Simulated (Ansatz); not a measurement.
Runs of Ansatz 0.2.0 on MoI. The structure is cubic, space group F-43m (No. 216). Conventional cell: a = 6.358 Å, b = 6.358 Å, c = 6.358 Å, α = 90.00°, β = 90.00°, γ = 90.00°. Mo (site symmetry -43m) is surrounded by 4 I at 2.75 Å. Around I (site symmetry -43m) lie 4 Mo at 2.75 Å. The cell was built by a generator and needn't be a form met in nature.

| share of exact exchange | gap on the mesh (eV) | pressure (GPa) |
| --- | --- | --- |
| 0.4 | none | -7.3 |
| 0.15 | none | -8.0 |
| 0.3 | none | (a) |
| 0.5 | none | (b) |
| 0.25 | none | -7.7 |

Alike in all rows: task single point; level HSE06 form with a typed share of exact exchange; potentials or basis Ansatz PAW; no spin polarisation; cell as given; k mesh 4 × 4 × 4; cutoff (eV) 420; smearing fermi-dirac 0.05 eV; the mesh is coarse, so values aren't converged.

Problem. Estimate the missing entries.

Solution. (a) -7.6; (b) -7.1.

Caveats: all runs use coarse meshes; an odd number of electrons without spin polarisation forces a metal; a magnetic or distorted state may lie lower; the PAW data sets come from PBE, with cores solved anew for the run's functional, which leaves a small shift of forces and pressure; the thresholds are loose for stress.

A k mesh can miss the band edges, and the runs leave out spin-orbit coupling on I, Mo.

A gap of «none» marks a metal or a gap under the smearing width.
